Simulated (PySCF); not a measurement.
**KNa: spin, charge, geometry and surroundings**

Aim: change spin, charge, geometry, field or solvent of KNa, one at a time, and compare with the base run.

The runs use PySCF 2.14.0; method and basis as typed in the scripts.

3 further runs of the same task are left out: 3 that didn't finish.

**1. Starting geometry**

KNa: 2 atoms, charge 0, spin multiplicity 1.

No contacts short enough for the rule that draws bonds.

**2. The base run**

File input.py:

```python
from pyscf import gto, dft
from pyscf.prop.polarizability import uhf as pol

mol = gto.M(
    atom='K 0 0 0; Na 0 0 4.048',
    basis='sbkjc',
    ecp={'K': 'sbkjc', 'Na': 'sbkjc'},
    charge=0,
    spin=0,
    verbose=4,
)
mf = dft.UKS(mol, xc='wb97x')
mf = mf.density_fit(auxbasis='def2-universal-jkfit')
mf.kernel()
print('polarizability (a.u.)')
print(pol.Polarizability(mf).polarizability().round(4))
mf.dip_moment()
print('orbital energies (hartree):', [e[max(0, n-3):n+3].round(4) for e, n in zip(mf.mo_energy, mol.nelec)])
```

Started as:

```console
$ OMP_NUM_THREADS=1 python input.py
```

The log of this run is left out.

It gives: E(SCF) = -0.343945 Eh, 6 cycles, μ = 3.97 D, α(xx, yy, zz) = 329.1, 329.1, 643.0 bohr³.

The bond length is a typed value, not an optimised one.

**3. Lengths in bohr**

Variant 1 changes length unit: angstrom → bohr; bond length: 4.048 Å → 4.048 bohr.

File input.py:

```python
from pyscf import gto, dft
from pyscf.prop.polarizability import uhf as pol

mol = gto.M(
    atom='K 0 0 0; Na 0 0 4.048',
    basis='sbkjc',
    ecp={'K': 'sbkjc', 'Na': 'sbkjc'},
    charge=0,
    spin=0,
    unit='bohr',
    verbose=4,
)
mf = dft.UKS(mol, xc='wb97x')
mf = mf.density_fit(auxbasis='def2-universal-jkfit')
mf.kernel()
print('polarizability (a.u.)')
print(pol.Polarizability(mf).polarizability().round(4))
mf.dip_moment()
print('orbital energies (hartree):', [e[max(0, n-3):n+3].round(4) for e, n in zip(mf.mo_energy, mol.nelec)])
```

Started as:

```console
$ OMP_NUM_THREADS=1 python input.py
```

**4. Electric field -0.01 a.u.**

Variant 2 changes electric field: none → -0.01 a.u.

input.py: that of step 2 with these lines changed.

```diff
@@ -13,2 +13,7 @@
 mf = mf.density_fit(auxbasis='def2-universal-jkfit')
+field = -0.01  # electric field along z, atomic units
+h = mf.get_hcore() + field*mol.intor('int1e_r')[2]
+mf.get_hcore = lambda *args: h
+e_nuc = mol.energy_nuc() - field*mol.atom_charges() @ mol.atom_coords()[:, 2]
+mf.energy_nuc = lambda *args: e_nuc
 mf.kernel()
```

**5. PCM, ε = 2.27**

Variant 3 changes solvent: none (gas phase) → PCM, ε = 2.27; step after the SCF: polarizability → analyze.

File input.py:

```python
from pyscf import gto, dft, solvent

mol = gto.M(
    atom='K 0 0 0; Na 0 0 4.048',
    basis='sbkjc',
    ecp={'K': 'sbkjc', 'Na': 'sbkjc'},
    charge=0,
    spin=0,
    verbose=4,
)
mf = dft.UKS(mol, xc='wb97x')
mf = mf.density_fit(auxbasis='def2-universal-jkfit')
mf = solvent.PCM(mf)
mf.with_solvent.eps = 2.27
mf.kernel()
mf.mulliken_pop()
mf.dip_moment()
print('orbital energies (hartree):', [e[max(0, n-3):n+3].round(4) for e, n in zip(mf.mo_energy, mol.nelec)])
```

**6. Bond 3.562 Å**

Variant 4 changes bond length: 4.048 Å → 3.562 Å.

input.py: that of step 2 with these lines changed.

```diff
@@ -4,3 +4,3 @@
 mol = gto.M(
-    atom='K 0 0 0; Na 0 0 4.048',
+    atom='K 0 0 0; Na 0 0 3.562',
     basis='sbkjc',
```

**7. Bond 3.238 Å**

Variant 5 changes bond length: 4.048 Å → 3.238 Å.

input.py: that of step 2 with these lines changed.

```diff
@@ -4,3 +4,3 @@
 mol = gto.M(
-    atom='K 0 0 0; Na 0 0 4.048',
+    atom='K 0 0 0; Na 0 0 3.238',
     basis='sbkjc',
```

Before running it: what results should come out? Wanted: for each run, E(SCF); from base; gap; SCF dipole.

The runs gave:

| run | E(SCF) (hartree) | from base (eV) | cycles | gap (eV) | SCF dipole (D) |
| --- | --- | --- | --- | --- | --- |
| base | -0.343945 | 0 | 6 | 3.83 | 3.97 |
| lengths in bohr (poor choice) | -0.280558 | not comparable | 7 | 4.64 | 2.62 |
| electric field -0.01 a.u. | -0.392290 | -1.3155 | 7 | 3.68 | 20.74 |
| PCM, ε = 2.27 | -0.347834 | -0.1058 | 8 | 4.16 | 6.21 |
| bond 3.562 Å | -0.345065 | -0.0305 | 6 | 4.10 | 3.62 |
| bond 3.238 Å | -0.341677 | +0.0617 | 6 | 4.25 | 3.37 |

In words: The largest comparable shift of the SCF energy, -1.316 eV, comes with the run “electric field -0.01 a.u.”. A continuum solvent with ε = 2.27 lowers the energy by 0.106 eV. Rows marked «poor choice» come from settings spoiled on purpose.
